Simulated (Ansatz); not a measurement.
# SiO2: the cost of one run

Computed with Ansatz 0.2.0 (DFT LDA, scalar-relativistic, plane waves, PAW, unless a step's input says otherwise).

## (1) The system as given

It takes space group I4/mmm (No. 139, tetragonal). Conventional cell: a = 12.994 Å, b = 12.994 Å, c = 5.233 Å, α = 90.00°, β = 90.00°, γ = 90.00°. Si (site symmetry m) has 4 O at 1.60 to 1.61 Å in its first shell of neighbours. Around O (site symmetry 2) lie 2 Si at 1.61 Å. Around O (site symmetry m2m) lie 2 Si at 1.60 Å. O (site symmetry m2m) is surrounded by 2 Si at 1.61 Å.

As a file:

```
CELL_PARAMETERS angstrom
-6.49702 6.49702 2.61648
6.49702 -6.49702 2.61648
6.49702 6.49702 -2.61648
ATOMIC_POSITIONS crystal
Si 0.21016 0.38126 0.59142
Si 0.38126 0.78984 0.17111
Si 0.61874 0.21016 0.82889
Si 0.78984 0.38126 0.17111
Si 0.21016 0.61874 0.82889
Si 0.78984 0.61874 0.40858
Si 0.38126 0.21016 0.59142
Si 0.61874 0.78984 0.40858
O 0.89274 0.10726 0.50000
O 0.10726 0.60726 0.21453
O 0.39274 0.89274 0.78547
O 0.60726 0.39274 0.50000
O 0.10726 0.89274 0.50000
O 0.89274 0.39274 0.78547
O 0.60726 0.10726 0.21453
O 0.39274 0.60726 0.50000
O 0.24309 0.50000 0.74309
O 0.50000 0.75691 0.25691
O 0.50000 0.24309 0.74309
O 0.75691 0.50000 0.25691
O 0.31330 0.31330 0.62659
O 0.31330 0.68670 0.00000
O 0.68670 0.31330 0.00000
O 0.68670 0.68670 0.37341
```

It goes back to an entry of the Materials Project, which need not be the stable form.

This cell was relaxed beforehand with the same method: volume 18.41 Å³/atom, gap on the mesh 5.50 eV.

## (2) Back to the database's cell

input.yaml reads:

```yaml
crystal:
  lattice:
    - [-6.51702593, 6.51702593, 2.624035535]
    - [6.51702593, -6.51702593, 2.624035535]
    - [6.51702593, 6.51702593, -2.624035535]
  atoms:
    - { symbol: Si, position: [0.21021096, 0.38130185, 0.59151281] }
    - { symbol: Si, position: [0.38130185, 0.78978904, 0.17109089] }
    - { symbol: Si, position: [0.61869815, 0.21021096, 0.82890911] }
    - { symbol: Si, position: [0.78978904, 0.38130185, 0.17109089] }
    - { symbol: Si, position: [0.21021096, 0.61869815, 0.82890911] }
    - { symbol: Si, position: [0.78978904, 0.61869815, 0.40848719] }
    - { symbol: Si, position: [0.38130185, 0.21021096, 0.59151281] }
    - { symbol: Si, position: [0.61869815, 0.78978904, 0.40848719] }
    - { symbol: O, position: [0.89285334, 0.10714666, 0.5] }
    - { symbol: O, position: [0.10714666, 0.60714666, 0.21429332] }
    - { symbol: O, position: [0.39285334, 0.89285334, 0.78570668] }
    - { symbol: O, position: [0.60714666, 0.39285334, 0.5] }
    - { symbol: O, position: [0.10714666, 0.89285334, 0.5] }
    - { symbol: O, position: [0.89285334, 0.39285334, 0.78570668] }
    - { symbol: O, position: [0.60714666, 0.10714666, 0.21429332] }
    - { symbol: O, position: [0.39285334, 0.60714666, 0.5] }
    - { symbol: O, position: [0.24303649, 0.5, 0.74303649] }
    - { symbol: O, position: [0.5, 0.75696351, 0.25696351] }
    - { symbol: O, position: [0.5, 0.24303649, 0.74303649] }
    - { symbol: O, position: [0.75696351, 0.5, 0.25696351] }
    - { symbol: O, position: [0.31326444, 0.31326444, 0.62652888] }
    - { symbol: O, position: [0.31326444, 0.68673556, 0.0] }
    - { symbol: O, position: [0.68673556, 0.31326444, 0.0] }
    - { symbol: O, position: [0.68673556, 0.68673556, 0.37347112] }
basis:
  ecutwfc: 420
kpoints:
  mp_grid: { grid: [6, 6, 6] }
hamiltonian:
  xc: lda
scf:
  occupations: { method: gaussian, width: 0.02 }
output:
  forces: true
  stress: true
  eigenvalues: true
  populations: true
```

Command:

```console
$ ansatz run input.yaml --threads 4 --pin off --max-ram 10240MiB --backend cpu --events-out ev --progress --plain --runs-dir out
```

Q: Estimate wall time and peak memory on 4 threads of Intel Xeon at 2.70GHz, shared host.

About 38 s, with a peak of 1.7 GiB.
